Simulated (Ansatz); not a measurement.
# CoO (Fm-3m): Heisenberg exchange couplings from a Python script

The task is the Heisenberg exchange couplings, for CoO (Fm-3m).

All numbers are computed with Ansatz 0.2.0, driven from Python. Level of theory: DFT PBEsol+D3(BJ), plane waves, PAW.

### Step 1. Starting point

It takes space group Fm-3m (No. 225, cubic). The conventional cell has a = 4.263 Å, b = 4.263 Å, c = 4.263 Å, α = 90.00°, β = 90.00°, γ = 90.00°. Around Co (site symmetry m-3m) lie 6 O at 2.13 Å. O (site symmetry m-3m) is surrounded by 6 Co at 2.13 Å.

coo.cif, read by the script:

```cif
data_CoO
_cell_length_a 3.014396
_cell_length_b 3.014396
_cell_length_c 3.014396
_cell_angle_alpha 60.00000
_cell_angle_beta 60.00000
_cell_angle_gamma 60.00000
_symmetry_space_group_name_H-M 'P 1'
_symmetry_Int_Tables_number 1
loop_
_symmetry_equiv_pos_as_xyz
'x, y, z'
loop_
_atom_site_label
_atom_site_type_symbol
_atom_site_fract_x
_atom_site_fract_y
_atom_site_fract_z
Co1 Co    0.000000    0.000000    0.000000
O2 O    0.500000    0.500000    0.500000
```

### Step 2. The code

jij_coo.py reads:

```python
"""Pair couplings between the moments of CoO."""

import ansatz
from ase.io import read
import numpy as np

atoms = read("coo.cif")
system = ansatz.Crystal.from_ase(atoms).moments(Co=1.8)

base = (
    system.calculation()
    .functional("pbesol", dispersion="d3bj")
    .basis(530, xc_grid=1)
    .kpoints(density=5.1)
    .occupations("fermi_dirac", width=0.2)  # fractional filling near the Fermi level
    .spin("collinear")
    .mixing("msr1", beta=0.7)
    .eigenstates(nscf_kmesh=(9, 9, 9))
    .exchange_couplings(magnetic=["Co"])
)
couplings = base.run().exchange_couplings().to_plain()
for atom in couplings["atoms"]:
    print(atom["site"]["symbol"], atom["role"], "moment", round(atom["moment_mub"], 3), "muB")
shells = {}
for pair in couplings["pairs"]:
    key = (pair["site"], pair["partner"], round(float(np.linalg.norm(pair["displacement_ang"])), 2))
    shells.setdefault(key, []).append(1000 * pair["coupling_ev"])
print("site partner distance (A)  count  mean J (meV)")
for (i, j, d), values in sorted(shells.items(), key=lambda item: item[0][2])[:8]:
    print(f"{i:4d} {j:7d} {d:12.2f} {len(values):6d} {np.mean(values):13.3f}")
print("mean-field order:", couplings["mean_field_order"])
```

### Step 3. Launch

On the command line:

```bash
python jij_coo.py
```

Without the output at hand: what should come out? Wanted: free energy; gap on the mesh; moment, net / absolute.

As calculated:

```
              quantity                               value
           free energy  -5652.8915 eV (-2826.4457 eV/atom)
       gap on the mesh                                none
moment, net / absolute             2.79 / 2.80 μB per cell
```

**Reading.** Filled and empty levels meet on the mesh: no gap at this level. What to keep in mind:
- A Fermi-Dirac width this large means warm electrons, whose thermal share enters the free energy.
- With one magnetic atom the cell can hold only ferromagnetic order.
- Without a Hubbard U or exact exchange, semilocal functionals often make such 3d compounds metallic or too weakly gapped.
- The couplings are those of E = -sum over i != j of J_ij e_i.e_j for unit vectors, so J > 0 favours parallel moments. Couplings oscillate with the k-mesh and hold for small turns from this magnetic state; mean-field temperatures overestimate ordering, and where the couplings favour a wavevector other than zero the state started from isn't the stable order.
